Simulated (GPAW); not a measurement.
# InSe2 (P4/nmm) in GPAW: notebook, part 2 of 2

GPAW 26.7.0.

## (3) Equation of state, LDA

run.py reads:

```python
from ase import Atoms
from ase.eos import EquationOfState
from ase.io import Trajectory
from ase.units import GPa
from gpaw import GPAW, PW

atoms = Atoms(['In', 'In', 'Se', 'Se', 'Se', 'Se'],
              cell=[[3.894893, 0.0, 0.0],
                    [0.0, 3.894893, 0.0],
                    [0.0, 0.0, 9.626231]],
              scaled_positions=[[0.5, 0.0, 0.293532],
                                [0.0, 0.5, 0.706468],
                                [0.5, 0.5, 0.0],
                                [0.0, 0.0, 0.0],
                                [0.5, 0.0, 0.633788],
                                [0.0, 0.5, 0.366212]],
              pbc=True)

traj = Trajectory('eos.traj', 'w')
volumes, energies = [], []
for x in [0.94, 0.96, 0.98, 1.0, 1.02, 1.04, 1.06]:
    a = atoms.copy()
    a.set_cell(atoms.cell * x**(1 / 3), scale_atoms=True)
    calc = GPAW(mode=PW(600),
                xc='LDA',
                kpts={'size': (6, 6, 3), 'gamma': True},
                occupations={'name': 'fermi-dirac', 'width': 0.05},
                nbands=42,
                convergence={'density': 1e-05, 'energy': 1e-05},
                maxiter=150,
                txt=f'eos-{x:.2f}.txt')
    a.calc = calc
    energies.append(a.get_potential_energy(force_consistent=True))
    volumes.append(a.get_volume())
    p = -a.get_stress()[:3].mean() / GPa
    calc.write(f'eos-{x:.2f}.gpw')
    traj.write(a)
    print(f'{x:.2f} {volumes[-1]:10.4f} A^3 {energies[-1]:14.6f} eV {p:9.3f} GPa', flush=True)

v0, e0, B = EquationOfState(volumes, energies, eos='birchmurnaghan').fit()
print(f'V0 = {v0:.4f} A^3, E0 = {e0:.6f} eV, B0 = {B / GPa:.2f} GPa')
```

Potentials or basis: the program's PAW data sets (release 1.2.1) made for this functional, pw.

Command:

```bash
> OMP_NUM_THREADS=1 python run.py
```

What it wrote:

```text
__  _  _
 | _ |_)|_||  |
 |__||  | ||/\| - 26.7.0

Input parameters:
  mode=PW(ecut=600.0),
  convergence={'density': 1e-05, 'energy': 1e-05},
  kpts=MonkhorstPack(size=(6, 6, 3), gamma=True),
  maxiter=150,
  nbands=42,
  occupations=Occupations(name='fermi-dirac', width=0.05),
  xc=XC(name='LDA')

Diagonalizing LCAO Hamiltonian
Converting LCAO to pw mode
   .--------.
  /|        |
 * |        |
 | |        |
 | |        |
 |In        |
 | |  Se    |
 | |        |
 | |        |
 |Se        |
 | |  In    |
 | |        |
 | .--------.
 |/    Se  /
 Se-------*

Atoms  # Å, Bohr magnetons
|   | symbol |        x |        y |        z |    initial magnetic moments |
|---|--------|----------|----------|----------|-----------------------------|
| 0 |     In | 1.907692 | 0.000000 | 2.767925 | ( 0.0000,  0.0000,  0.0000) |
| 1 |     In | 0.000000 | 1.907692 | 6.661797 | ( 0.0000,  0.0000,  0.0000) |
| 2 |     Se | 1.907692 | 1.907692 | 0.000000 | ( 0.0000,  0.0000,  0.0000) |
| 3 |     Se | 0.000000 | 0.000000 | 0.000000 | ( 0.0000,  0.0000,  0.0000) |
| 4 |     Se | 1.907692 | 0.000000 | 5.976445 | ( 0.0000,  0.0000,  0.0000) |
| 5 |     Se | 0.000000 | 1.907692 | 3.453277 | ( 0.0000,  0.0000,  0.0000) |

Unit cell  # Å
| periodic |        x |        y |        z |  lengths |    angles |
|----------|----------|----------|----------|----------|-----------|
|      yes | 3.815383 | 0.000000 | 0.000000 | 3.815383 | 90.000000 |
|      yes | 0.000000 | 3.815383 | 0.000000 | 3.815383 | 90.000000 |
|      yes | 0.000000 | 0.000000 | 9.429722 | 9.429722 | 90.000000 |

Number of symmetries: 8
Symmetry operations  # r_c * U_cc + t_c -> r_c
|   | kind |            matrix            |
|---|------|------------------------------|
| 0 |  E   |  1, 0, 0,  0, 1, 0,  0, 0, 1 |
| 1 |  σ   |  1, 0, 0,  0,-1, 0,  0, 0, 1 |
| 2 |  C2  |  0, 1, 0,  1, 0, 0,  0, 0,-1 |
| 3 |  S4  |  0, 1, 0, -1, 0, 0,  0, 0,-1 |
| 4 |  S4  |  0,-1, 0,  1, 0, 0,  0, 0,-1 |
| 5 |  C2  |  0,-1, 0, -1, 0, 0,  0, 0,-1 |
| 6 |  σ   | -1, 0, 0,  0, 1, 0,  0, 0, 1 |
| 7 |  C2  | -1, 0, 0,  0,-1, 0,  0, 0, 1 |

BZ-sampling:
  Number of BZ points: 108
  Number of IBZ points: 20

  Monkhorst-Pack size: [6, 6, 3]
  Monkhorst-Pack shift: [0.08333333333333333, 0.08333333333333333, 0.0]

K-points  # in reciprocal-cell coordinates
|     |                                coordinates |     weight |
|-----|--------------------------------------------|------------|
|   0 | (  0.00000000,   0.00000000,   0.00000000) | 0.00925926 |
|   1 | (  0.00000000,   0.00000000,   0.33333333) | 0.01851852 |
|   2 | (  0.16666667,   0.00000000,   0.00000000) | 0.03703704 |
|   3 | (  0.16666667,   0.00000000,   0.33333333) | 0.07407407 |
|   4 | (  0.16666667,   0.16666667,   0.00000000) | 0.03703704 |
|   5 | (  0.16666667,   0.16666667,   0.33333333) | 0.07407407 |
|   6 | (  0.33333333,   0.00000000,   0.00000000) | 0.03703704 |
|   7 | (  0.33333333,   0.00000000,   0.33333333) | 0.07407407 |
|   8 | (  0.33333333,   0.16666667,   0.00000000) | 0.07407407 |
|   9 | (  0.33333333,   0.16666667,   0.33333333) | 0.14814815 |
| ... |                                            |            |
|  19 | (  0.50000000,   0.50000000,   0.33333333) | 0.01851852 |

Plane wave coefficients: 4621
Cutoff: 600.0 eV

Spin-components: 1 (collinear spins)
Bands:           42
Projectors:      32
Spin-degeneracy: 2
Datatype:        complex128

Parallelization:
  kpt:    1
  domain: 1
  band:   1

Density:
  Valence electrons: 50.0
  Components: 1
  Grid points: [24 24 54]
  Charge: 0.0  # |e|

Potential:
  Grid points: [24 24 54]

species:
  In:
    name:    Indium
    Z:       49.0
    valence: 13
    core:    36
    charge:  0.0  # [|e|]
    compensation charges:
      type: gauss
      rc: 0.36  # [Å]
      lmax: 2
    cutoffs:
      filter: 2.09  # [Å]
      core: 2.48  # [Å]
    projectors
    | kind |    occ | energy [eV] | rcut [Å] |
    |------|--------|-------------|----------|
    |   5s |  2.000 |      -8.474 |    1.185 |
    |   5p |  1.000 |      -2.700 |    1.244 |
    |   4d | 10.000 |     -18.723 |    1.148 |
    |    s |        |      18.738 |    1.185 |
    |    p |        |      24.512 |    1.244 |
    |    d |        |       8.489 |    1.148 |

    Using partial waves for In as LCAO basis

  Se:
    name:    Selenium
    Z:       34.0
    valence: 6
    core:    28
    charge:  0.0  # [|e|]
    compensation charges:
      type: gauss
      rc: 0.27  # [Å]
      lmax: 2
    cutoffs:
      filter: 1.77  # [Å]
      core: 2.67  # [Å]
    projectors
    | kind |    occ | energy [eV] | rcut [Å] |
    |------|--------|-------------|----------|
    |   4s |  2.000 |     -17.472 |    0.847 |
    |   4p |  4.000 |      -6.656 |    1.005 |
    |    s |        |       9.739 |    0.847 |
    |    p |        |      20.555 |    1.005 |
    |    d |        |       0.000 |    0.847 |

    Using partial waves for Se as LCAO basis

Reference energy: -583737.275405  # eV

eigensolver:
  PPCG
  Converge bands: occupied
  niter=2

density mixing:
  MSR1-Mixer
  Pratt-step length: 0.05
  Maximum mixing coefficient: 0.75
  Old densities: 10
  SVD Regularization: 0.005
  Good broyden scale: 1.0
  Trust region scale: 1.0
  Backstep threshold: 4.0
  History deletion threshold: 6.0
  Fourier metric: weight=20.0, sigma=0.015

occupation numbers:
  Fermi-Dirac:
    width: 0.0500  # eV

poisson solver:
  ecut: 4800.0  # eV

xc functional:
  name: None

convergence criteria:
- Maximum integral of absolute [dens]ity change: 1e-05 electrons / valence electron
- Maximum [total energy] change in last 3 cyles: 1e-05 eV / valence electron
- Maximum integral of absolute [eigenst]ate change: 4e-08 eV^2 / valence electron
maximum number of iterations: 150

SCF iterations
|iter     | |      energy | eigst |  dens |
|---------|-|-------------|-------|-------|
|iter:   1| |  -25.245019 | +0.17 |       |
|iter:   2| |  -25.269716 | -1.80 | -1.29 |
|iter:   3| |  -25.005851 | -2.13 | -1.34 |
|iter:   4| |  -24.916426 | -2.75 | -1.63 |
|iter:   5| |  -24.883348 | -3.74 | -1.92 |
|iter:   6| |  -24.882687 | -4.57 | -2.53 |
|iter:   7| |  -24.882702 | -5.56 | -3.15 |
|iter:   8| |  -24.882702c| -6.37 | -3.62 |
|iter:   9| |  -24.882702c| -7.34 | -4.21 |
|iter:  10| |  -24.882702c| -7.56c| -4.65 |
|iter:  11| |  -24.882702c| -7.98c| -5.15c|

Converged in 11 steps
Energy contributions relative to reference atoms: (reference = -583737.275405)

Energy contributions:
  Kinetic:          48.988688
  Coulomb:         -44.787015
  Zero:              0.195766
  External:          0.000000
  Xc:              -29.273940
  Entropy:          -0.012403
  Spinorbit:         0.000000
  ----------------------------
  Free energy:     -24.888904
  Extrapolated:    -24.882702

dipole moment: (-41.062862, -41.062862, -69.660687)  # |e|*Ang

Fermi level: 6.626
Eigenvalues  # (at kpt = [0.000, 0.000, 0.000])
| band index |      eig [eV] | occ [0-2] |
|------------|---------------|-----------|
|          0 |        -8.806 |     2.000 |
|        ... |               |           |
|         16 |         2.322 |     2.000 |
|         17 |         2.426 |     2.000 |
|         18 |         4.103 |     2.000 |
|         19 |         4.103 |     2.000 |
|         20 |         4.191 |     2.000 |
|         21 |         4.621 |     2.000 |
|         22 |         4.799 |     2.000 |
|         23 |         4.799 |     2.000 |
|         24 |         7.009 |     0.001 |
|         25 |         7.238 |     0.000 |
|         26 |         9.834 |     0.000 |
|         27 |         9.834 |     0.000 |
|         28 |         9.882 |     0.000 |
|         29 |        11.127 |     0.000 |
|         30 |        11.288 |     0.000 |
|         31 |        11.771 |     0.000 |
|        ... |               |           |
|         41 |        16.812 |     0.000 |

No gap
No difference between direct/indirect transitions

Stress tensor  # eV/Ang^3
|        x |        y |        z |
|----------|----------|----------|
| 0.009976 | 0.000000 | 0.000000 |
| 0.000000 | 0.009976 | 0.000000 |
| 0.000000 | 0.000000 | 0.013172 |

# Writing to eos-0.94.gpw (mode='')
```

Run time: 8.1 min. Hardware: 1 thread of Arm Neoverse V2, shared host; peak memory 0.45 GiB.

What came out:

| Quantity | Value |
| --- | --- |
| Equilibrium volume | 22.32 Å³/atom (rough: see the caveat) |
| Bulk modulus at fixed shape and positions | 75 GPa (rough) |

Energy against volume, from the lowest point:
```
volume (Å³/atom)  energy (meV/atom)
          22.878               0.00
          23.365               7.31
          23.852              18.33
          24.339              32.60
          24.825              49.72
          25.312              69.30
          25.799              91.03
```

Caveat: the minimum lies outside the volumes run; the cell was scaled at fixed shape and fractional positions, which overstates the stiffness of a crystal with free parameters, most of all of layers and chains.
